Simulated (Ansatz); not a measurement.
# Mg: stress in a strained cell

Mg is deformed so: equal xy, yz and zx engineering shear strains of -1 %. What stress and forces result, by LAPW, PAW and all-electron datasets made for the crystal?

Program: Ansatz 0.2.0. Level of theory: DFT LDA, scalar-relativistic. These are calculated values, not measurements.

## 1. The system as given

The structure is cubic, space group Fm-3m (No. 225). Conventional cell: a = 4.489 Å, b = 4.489 Å, c = 4.489 Å, α = 90.00°, β = 90.00°, γ = 90.00°. Around Mg (site symmetry m-3m) lie 12 Mg at 3.17 Å.

Coordinates:

```cif
data_structure
_symmetry_space_group_name_H-M 'Fm-3m'
_symmetry_Int_Tables_number 225
_cell_length_a 4.4885
_cell_length_b 4.4885
_cell_length_c 4.4885
_cell_angle_alpha 90.000
_cell_angle_beta 90.000
_cell_angle_gamma 90.000
_cell_volume 90.43
loop_
_atom_site_label
_atom_site_type_symbol
_atom_site_symmetry_multiplicity
_atom_site_Wyckoff_symbol
_atom_site_fract_x
_atom_site_fract_y
_atom_site_fract_z
_atom_site_occupancy
Mg1 Mg 4 a 0.00000 0.00000 0.00000 1
```

The file gives the conventional cell by its symmetry; the runs use the cell typed in the input.

## 2. The deformed structure

Space group Fm-3m before, R-3m after.

## 3. LAPW, all electrons

input.yaml

```yaml
crystal:
  lattice:
    - [-0.02244256, 2.23303472, 2.23303472]
    - [2.23303472, -0.02244256, 2.23303472]
    - [2.23303472, 2.23303472, -0.02244256]
  atoms:
    - { symbol: Mg, position: [0.0, 0.0, 0.0] }
kpoints:
  mp_grid: { grid: [16, 16, 16] }
  band_path:
    path:
      - [0.0, 0.0, 0.0]
      - [0.5, 0.5, 0.5]
      - [0.2525443832, 0.5, 0.7474556168]
      - [-0.2525443832, 0.2525443832, 0.5]
      - [0.0, 0.0, 0.5]
      - [0.0, 0.0, 0.0]
      - [-0.3762721916, 0.0, 0.3762721916]
      - [0.0, 0.3762721916, 0.6237278084]
      - [0.0, 0.5, 0.5]
    npoints: 5
scf:
  occupations: { method: fermi_dirac, width: 0.03 }
hamiltonian:
  xc: lda
  pseudopotentials: { kind: all_electron, lapw: { basis_error: 0.001 } }
output:
  forces: true
  stress: true
  eigenvalues: true
```

Command:

```console
ansatz run input.yaml --threads 1 --pin off --max-ram 3072MiB --backend cpu --events-out ev --progress --plain --runs-dir out
```

## 4. PAW on the default files

input.yaml

```yaml
crystal:
  lattice:
    - [-0.02244256, 2.23303472, 2.23303472]
    - [2.23303472, -0.02244256, 2.23303472]
    - [2.23303472, 2.23303472, -0.02244256]
  atoms:
    - { symbol: Mg, position: [0.0, 0.0, 0.0] }
kpoints:
  mp_grid: { grid: [16, 16, 16] }
scf:
  occupations: { method: fermi_dirac, width: 0.03 }
hamiltonian:
  xc: lda
  pseudopotentials: { kind: paw }
output:
  forces: true
  stress: true
  eigenvalues: true
  efg: { contact_densities: true }
```

## 5. All-electron PAW on datasets made for the crystal

Changes to input.yaml since step 4:

```diff
@@ -13,3 +13,3 @@
   xc: lda
-  pseudopotentials: { kind: paw }
+  pseudopotentials: { kind: all_electron, datasets: crystal }
 output:
```

(Steps that only read results are left out.)

Q: Predict the outcome of this session. Wanted: pressure; largest shear or deviatoric stress.

As calculated:

| quantity | value |
| --- | --- |
| pressure | LAPW -1.32, PAW -1.35, crystal datasets -1.33 GPa |
| largest shear or deviatoric stress (LAPW) | 0.10 GPa |

In words: The largest part of the stress beyond the pressure is 0.10 GPa in size. No run of the undeformed cell stands beside it, so the pressure holds what the given cell had before the change. PAW: stress within 0.03 GPa of LAPW. Crystal datasets: stress within 0.01 GPa of LAPW.
